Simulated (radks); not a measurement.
# Taking charge from the 4s level of Sc⁺ in fractions

The task here is to estimate one member of a computed series from the others.

The numbers are computed with radks (a radial shooting solver on a logarithmic mesh, Libxc functionals) version 1 (scalar-relativistic Kohn-Sham, PBE, spin-polarised, spherical densities, point nucleus; open shells are filled with parallel spins first), except any that are marked as measured or tabulated.

**Starting point**

- element: scandium (Z = 21)
- charge: +1
- electrons: 20
- configuration: [Ar] 3d1 4s(up 1, down 0)

A shell typed twice in an input gives spin up, then spin down.

The first run:

The run's settings:

```text
Z 21
configuration [Ar] 3d1 4s1 4s0
relativity scalar-relativistic
functional pbe,pbe
spin polarised
nucleus point
c 137.035999084
```

Steps of the session up to this table: Start: [Ar] 3d1 4s(up 1, down 0).

One of the session's tables, all rows but one given; the rest of the session is left out.

It belongs to the step «Start: [Ar] 3d1 4s(up 1, down 0)». Sizes of the orbitals, from the radial functions (bohr):

```
  level     <r>  outermost maximum (interpolated)  90 % within  nodes
2p down  0.3076                             0.232        0.506      0
  3s up   1.076                             0.927         1.61      2
3s down   1.074                             0.927         1.61      2
  3p up   1.169                             0.969         1.80      1
3p down   1.165                             0.968         1.80      1
  3d up       ?                                 ?            ?      ?
  4s up   3.320                              2.90         4.88      3
3d down   1.654                              1.08         2.86      0
```

Q: Estimate the row for 3d up from the others.

As computed: <r>: 1.706; outermost maximum (interpolated): 1.09; 90 % within: 2.98; nodes: 0. In the column «<r>» it lies between 3d down (1.654) and 4s up (3.320).
